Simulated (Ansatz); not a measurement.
A first try at a rigid torsion scan of BFH4NSbSi, SMILES [BH2][Sb]1[NH][SiH]1F, using Ansatz's Python interface.

`torsion_bfh4nsbsi.py`
```python
'''Rigid torsion scan of BFH4NSbSi.'''

from dataclasses import dataclass
import warnings

import ansatz
from ase import Atoms


@dataclass(frozen=True)
class Settings:
    basis_set: str = 'def2-SVP'
    functional: str = 'pbe0'
    force_tol: float = 0.02
    level: str = 'mp2'


settings = Settings()

warnings.simplefilter('ignore', ansatz.DeckWarning)

atoms = Atoms(['B', 'Sb', 'N', 'Si', 'F', 'H', 'H', 'H', 'H'], positions=[
    (-0.3532, 1.4622, 1.2904),
    (1.0524, -0.1835, 1.1441),
    (0.9909, -0.1106, -0.979),
    (-0.2045, -1.2834, -0.6436),
    (-1.7836, -0.61, -0.9658),
    (-0.0882, 2.6032, 0.9177),
    (-1.4687, 1.3133, 1.6822),
    (1.8889, -0.6446, -1.2964),
    (0.0543, -2.5929, -1.1667),
])

# start the scan from a relaxed geometry
first = (
    ansatz.Crystal.molecule_from_ase(atoms).calculation()
    .basis(gaussian=settings.basis_set)
    .functional(settings.functional)
    .relax(force_tolerance=settings.force_tol, max_steps=30)
)
atoms.positions = first.run(threads=1, backend='cpu').report()['positions_ang']

start = atoms.get_dihedral(2, 1, 0, 5)
energies = {}
for turn in range(0, 360, 30):
    turned = atoms.copy()
    turned.set_dihedral(2, 1, 0, 5, start + turn, indices=[0, 5, 6])
    job = (
        ansatz.Crystal.molecule_from_ase(turned).calculation()
        .basis(gaussian=settings.basis_set)
        .correlation(settings.level)
    )
    energies[round((start + turn) % 360)] = job.run(threads=1, backend='cpu').report['free_energy_ev']
floor = min(energies.values())
print('dihedral N2-Sb1-B0-H5 (deg)   E - E(min) (kJ/mol)')
for angle, e in sorted(energies.items()):
    print(f'{angle:8d} {96.485332 * (e - floor):14.3f}  ' + '#' * int(30 * (e - floor) / max(max(energies.values()) - floor, 1e-9)))
```

Output of `python torsion_bfh4nsbsi.py`:
```text
Traceback (most recent call last):
  File "torsion_bfh4nsbsi.py", line 41, in <module>
    atoms.positions = first.run(threads=1, backend='cpu').report()['positions_ang']
                      ~~~~~~~~~~~~~~~~~~~~~~~~~~~~~~~~~~~~~~~~~~^^
TypeError: 'dict' object is not callable
```

What is wrong, and how is it mended?

The fault: report is a dict, not a method. The change:

```diff
--- before
+++ after
@@ -38,5 +38,5 @@
     .functional(settings.functional)
-    .relax(force_tolerance=settings.force_tol, max_steps=30)
+    .relax(force_tolerance=settings.force_tol, max_steps=80)
 )
-atoms.positions = first.run(threads=1, backend='cpu').report()['positions_ang']
+atoms.positions = first.run(threads=1, backend='cpu').report['positions_ang']
```

The mended script runs so:

```console
$ python torsion_bfh4nsbsi.py
dihedral N2-Sb1-B0-H5 (deg)   E - E(min) (kJ/mol)
      12         14.423  ######
      42         48.110  ####################
      72         70.526  #############################
     102         51.037  #####################
     132         16.073  ######
     162          1.402
     192         16.272  ######
     222         50.206  ####################
     252         71.774  ##############################
     282         51.346  #####################
     312         15.236  ######
     342          0.000
```

What to keep in mind:
- The scan is rigid and the energies are electronic, in a modest basis. With rigid groups the curve can differ much from the relaxed path, the start wasn't checked as a minimum of this torsion, and equivalent turns needn't return to the same energy.
- def2 sets replace the cores of elements past krypton by effective core potentials.
- The start is relaxed with a density functional and scanned with the wavefunction method, so it isn't exactly that method's minimum.
- Wall time of the script: 2.6 min on 1 thread of Arm Neoverse V2, on a shared host, peak memory 0.33 GiB.
